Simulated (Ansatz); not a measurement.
**MnSe (rocksalt type): how the settings move a single-point run**

Aim: see which settings change the result for MnSe (rocksalt type), by how much, and at what cost.

Method: reference: DFT, PBEsol, all-electron PAW with datasets made for the crystal, scalar-relativistic, in Ansatz 0.2.0.

1 further run of the same task is left out (it didn't finish).

### 1 The structure to begin with

It takes space group Fm-3m (No. 225, cubic). The conventional cell has a = 3.958 Å, b = 3.958 Å, c = 3.958 Å, α = 90.00°, β = 90.00°, γ = 90.00°. Around Mn (site symmetry m-3m) lie 6 Se at 1.98 Å. Around Se (site symmetry m-3m) lie 6 Mn at 1.98 Å.

Coordinates:

```cif
data_structure
_symmetry_space_group_name_H-M 'P 1'
_symmetry_Int_Tables_number 1
_cell_length_a 2.7990
_cell_length_b 2.7990
_cell_length_c 2.7990
_cell_angle_alpha 60.000
_cell_angle_beta 60.000
_cell_angle_gamma 60.000
_cell_volume 15.51
loop_
_atom_site_label
_atom_site_type_symbol
_atom_site_fract_x
_atom_site_fract_y
_atom_site_fract_z
_atom_site_occupancy
Mn1 Mn 0.00000 0.00000 0.00000 1
Se1 Se 0.50000 0.50000 0.50000 1
```

### 2 Reference

Contents of input.yaml:

```yaml
crystal:
  lattice:
    - [0.0, 1.9792127876, 1.9792127876]
    - [1.9792127876, 0.0, 1.9792127876]
    - [1.9792127876, 1.9792127876, 0.0]
  atoms:
    - { symbol: Mn, position: [0.0, 0.0, 0.0], spin: 3.0 }
    - { symbol: Se, position: [0.5, 0.5, 0.5] }
magnetization:
  spin_polarized: true
kpoints:
  mp_grid: { grid: [15, 15, 15] }
scf:
  occupations: { method: fermi_dirac, width: 0.08 }
hamiltonian:
  xc: pbesol
  pseudopotentials: { kind: all_electron, datasets: crystal }
output:
  forces: true
  stress: true
  eigenvalues: true
```

Started as:

```sh
$ ansatz run input.yaml --threads 1 --pin off --max-ram 3072MiB --backend cpu --events-out ev --progress --plain --runs-dir out
```

The main lines of its log:

```text
[...]
Basis set: ecut = 580 eV, 531 PW (Γ), exchange–correlation on 48×48×48 points (8 copies of the dense FFT grid, shifted against one another)
[...]
Magnetic group: BNS 225.116 (UNI 1618), of the structure as read, at distance tolerance 2.5e-5 Å
k-points: 120 of 3375
[...]
SCF iter   1: F=—  HF=-97569.283928 eV  |F-HF|=—  |Δ(HF+E_count)|=         —  Δρ=7.99e-3 (↑7.99e-3 ↓7.99e-3)  dr2=4.87e-3  dr2_m=4.72e-14  M=-0.000 μB ∫|m|=0.000 μB  β_m=0.30  ethr=2.23e-5  ⟨swp⟩=4.6  Hψ=31734  notcnv=0
preconditioner: auto → none  [metal: Δε(μ)=0.007 eV  Ē_g=15.053 eV  σ=0.080 eV  W_gap=0.02  n_scr=8 (ndim 8)  ℏωp=34.0 eV  f_vac=0.000  D(μ)=2.53/eV (n_scr^D=50)]
SCF iter   2: F=—  HF=-97569.277016 eV  |F-HF|=—  |Δ(HF+E_count)|=   6.91e-3  Δρ=5.60e-3 (↑5.60e-3 ↓5.60e-3)  dr2=2.56e-3  dr2_m=3.14e-14  M=-0.000 μB ∫|m|=0.000 μB  β_m=0.61  ethr=1.57e-5  ⟨swp⟩=2.2  Hψ=9022  notcnv=0  defer=6
[...]
SCF iter   7: F=—  HF=-97569.272535 eV  |F-HF|=—  |Δ(HF+E_count)|=   6.09e-8  Δρ=1.71e-5 (↑1.70e-5 ↓1.71e-5)  dr2=1.35e-7  dr2_m=1.40e-14  M=-0.000 μB ∫|m|=0.000 μB  β_m=0.72  ethr=6.81e-10  ⟨swp⟩=3.0  Hψ=11180  notcnv=0
SCF iter   8: F=-97569.272535 eV  HF=-97569.272535 eV  |F-HF|=1.02e-10  |Δ(HF+E_count)|=   2.32e-8  Δρ=5.50e-7 (↑5.50e-7 ↓5.46e-7)  dr2=5.51e-11  dr2_m=1.34e-14  M=-0.000 μB ∫|m|=0.000 μB  ethr=4.35e-10  ⟨swp⟩=3.0  Hψ=9394  notcnv=0
[...]
SCF converged after 8 iterations
Magnetization: -0.0000 μB (15.5000 up, 15.5000 down)
[...]
Free energy (F): -97569.272534 eV
[...]
E sigma→0 (E₀):  -97569.246695 eV
[...]
Fermi energy:    35.061714 eV
[...]
  P = ⅓ Tr σ = 368.4054 GPa (3684.054 kbar)
[...]
```

Wall time 17 s (1 thread of AMD EPYC 9R45 (Zen 5), shared host); peak memory 1.1 GiB.

### 3 Changed: xc_grid 1

Changes to input.yaml since step 2:

```diff
@@ -21 +21,3 @@
   eigenvalues: true
+basis:
+  xc_grid: 1
```

Started as:

```sh
$ ansatz run input.yaml --threads 1 --pin off --max-ram 3072MiB --backend cpu --events-out ev --progress --plain --runs-dir out
```

Standard output (excerpt; [...] marks lines left out):

```text
[...]
Pseudopotentials: kind: all_electron
Pseudopotential: Mn, paw, valence charge 15, recommended cutoff 580 eV (normal), Koelling and Harmon's equation, gaussian nucleus
Pseudopotential: Se, paw, valence charge 16, recommended cutoff 580 eV (normal), Koelling and Harmon's equation, gaussian nucleus
Functional definition: PBEsol
[...]
a search for the magnetic state begins, with frozen cores and fixed partial waves. It gives no result and prints no iterations
the search for the magnetic state of this step took 14 SCF iterations with frozen cores. It stayed in its first state, in which the spheres begin
Crystal: 2 atoms, lattice volume = 15.506 Å³
Basis set: ecut = 580 eV, 531 PW (Γ)
Bands: 21, of which v1, the nominal top of the filled ones, is band 16 counted from 1 (15 counted from 0)
Symmetry: 48 space group operations
Space group: Fm-3m (ITA 225), of the structure as read, at distance tolerance 2.5e-5 Å
Magnetic group: BNS 225.116 (UNI 1618), of the structure as read, at distance tolerance 2.5e-5 Å
k-points: 120 of 3375
[...]
Starting moments: Σ|m| = 3 μB on 1 of 2 sites; this step starts from the density that it was given
[...]
SCF iter   1: F=—  HF=-97569.283931 eV  |F-HF|=—  |Δ(HF+E_count)|=         —  Δρ=7.99e-3 (↑7.99e-3 ↓7.99e-3)  dr2=4.87e-3  dr2_m=1.05e-14  M=0.000 μB ∫|m|=0.000 μB  β_m=0.30  ethr=2.23e-5  ⟨swp⟩=4.6  Hψ=31734  notcnv=0
[...]
WARN: the starting moments were not kept: the SCF closed with an absolute magnetisation of 5.3e-7 μB, where they sum to 3 μB in size (1 site). That is at most 0.1 of that sum. Measured as dr2_m measures the in/out step, that magnetisation stands 3.1e-13 eV from none, at or under the [...]
Absolute magnetization: 0.0000 μB (∫|ρ↑−ρ↓|)
Spin contamination: 0.0494 ħ² per cell (⟨S²⟩ above its minimum at these occupations)
Per-site moments (μB) at R_I (Å): [(4.2107656655145354e-7, 0.816425274885), (2.7422272170365086e-8, 0.816425274885)]
Free energy (F): -97569.272534 eV
[...]
E sigma→0 (E₀):  -97569.246695 eV
Entropy (-TS):   -0.051679 eV (-25.839 meV/atom)
Past the cutoff: the bands carry plane waves up to 1.75 times it, of which those up to 1.5 times it add -0.000200 eV an atom, each by itself; the spheres take 0.000194 eV an atom off the energy for waves past 1.75 times it
By the cutoff:   a pressure is off by up to 0.009 GPa (1.2 times the spheres' own share and the shells' term, over an atom's volume, and 0.004 GPa: a bound that held against runs at twice the plane waves)
Past the cutoffs: a stress includes 0.0030 GPa for waves and charges beyond them, in addition to the slope of what the spheres take
In the spheres:  the bands' charges fall short by 2.6e-7 e at most (sound up to 1e-3)
Fermi energy:    35.061714 eV
[...]
  The terms above E_closure are by the made datasets' own strengths, without shells solved beside the bands.
--- Forces (eV/Å), atoms counted from 1 ---
  atom   1  Mn    -0.00000000     0.00000000    -0.00000000
  atom   2  Se     0.00000000    -0.00000000    -0.00000000
[...]
--- Stress (GPa, compression-positive) ---
      368.405358       0.000000       0.000000
        0.000000     368.405358       0.000000
       -0.000000       0.000000     368.405358
  P = ⅓ Tr σ = 368.4054 GPa (3684.054 kbar)
--- Band table (eV; the first three rows and the last of 240) ---
  k-point 0 ↑: bands = ["-44.2394", "-16.2140", "-16.2140", "-16.1441", "-16.1441", "-16.1441", "-13.3261", "-13.3261", "-13.3261", "12.1623", "30.4302", "30.4302", "30.4302", "31.4991", "31.4991", "35.1008", "35.1008", "35.1008", "43.7468"]
[...]
```

Run time: 17 s. Hardware: 1 thread of AMD EPYC 9R45 (Zen 5), shared host; peak memory 1.1 GiB.

Changing the numerical grids hardly moves the energy: 0.0 meV/atom.

### 4 Variant: n_extra_bands 16

Changes to input.yaml since step 2:

```diff
@@ -14,2 +14,3 @@
   occupations: { method: fermi_dirac, width: 0.08 }
+  n_extra_bands: 16
 hamiltonian:
```

Started as:

```sh
$ ansatz run input.yaml --threads 1 --pin off --max-ram 3072MiB --backend cpu --events-out ev --progress --plain --runs-dir out
```

Standard output (excerpt; [...] marks lines left out):

```text
[...]
scf.n_extra_bands = 16 over 16 filled bands (N_el = 31.0): the run solves 32 bands
[...]
[... 4 set-up lines as earlier in the session ...]
[...]
a search for the magnetic state begins, with frozen cores and fixed partial waves. It gives no result and prints no iterations
the search for the magnetic state of this step took 14 SCF iterations with frozen cores. It stayed in its first state, in which the spheres begin
Crystal: 2 atoms, lattice volume = 15.506 Å³
Basis set: ecut = 580 eV, 531 PW (Γ), exchange–correlation on 48×48×48 points (8 copies of the dense FFT grid, shifted against one another)
Bands: 32, of which v1, the nominal top of the filled ones, is band 16 counted from 1 (15 counted from 0)
[... 1 set-up line as earlier in the session ...]
[...]
WARN: the starting moments were not kept: the SCF closed with an absolute magnetisation of 1.6e-5 μB, where they sum to 3 μB in size (1 site). That is at most 0.1 of that sum. Measured as dr2_m measures the in/out step, that magnetisation stands 2.8e-10 eV from none, at or under the [...]
By the cutoff:   a pressure is off by up to 0.009 GPa (1.2 times the spheres' own share and the shells' term, over an atom's volume, and 0.004 GPa: a bound that held against runs at twice the plane waves)
Past the cutoffs: a stress includes 0.0030 GPa for waves and charges beyond them, in addition to the slope of what the spheres take
In the spheres:  the bands' charges fall short by 2.6e-7 e at most (sound up to 1e-3)
Fermi energy:    35.061718 eV
[...]
  The terms above E_closure are by the made datasets' own strengths, without shells solved beside the bands.
--- Forces (eV/Å), atoms counted from 1 ---
  atom   1  Mn    -0.00000000    -0.00000000    -0.00000000
  atom   2  Se     0.00000000    -0.00000000    -0.00000000
[...]
--- Stress (GPa, compression-positive) ---
      368.404882       0.000000      -0.000000
        0.000000     368.404882      -0.000000
       -0.000000       0.000000     368.404882
  P = ⅓ Tr σ = 368.4049 GPa (3684.049 kbar)
--- Band table (eV; the first three rows and the last of 240) ---
[...]
```

It took 23 s on 1 thread of AMD EPYC 9R45 (Zen 5), shared host; peak memory 1.2 GiB.

Energy and cycle count are those of the reference, so the change (band count) left the result and the number of cycles as they were.

### 5 Comparison

| run | ending | energy change | pressure (GPa) | gap (eV) | force (eV/Å) | cycles | time |
| --- | --- | --- | --- | --- | --- | --- | --- |
| reference | converged | 0 | 368.4 | 0.00 | 0.00 | 8 | 17 s |
| 1: xc_grid 1 | converged | 0.0 meV/atom | 368.4 | 0.00 | 0.00 | 8 | 17 s |
| 2: n_extra_bands 16 | converged | 0.0 meV/atom | 368.4 | 0.00 | 0.00 | 8 | 23 s |

Residual by cycle in the longest SCF loop of each run; runs are numbered as in the table. The quantity is the density residual dr2, in eV.

| cycle | reference | run 1 | run 2 |
| --- | --- | --- | --- |
| 1 | 0.00487 | 0.00487 | 0.00487 |
| 2 | 0.00256 | 0.00256 | 0.00255 |
| 3 | 0.0311 | 0.0311 | 0.0305 |
| 4 | 2.4e-4 | 2.4e-4 | 2.6e-4 |
| 5 | 2.1e-5 | 2.1e-5 | 1.4e-6 |
| 6 | 2.1e-7 | 2.1e-7 | 5.6e-7 |
| 7 | 1.4e-7 | 1.4e-7 | 2.0e-7 |
| 8 | 5.5e-11 | 5.5e-11 | 6.5e-11 |

What this shows: Of the converged runs whose energies compare with the reference's, none moves it noticeably. The structure is not at rest: the sound run finds 368 GPa, so these are no properties of the relaxed crystal. 
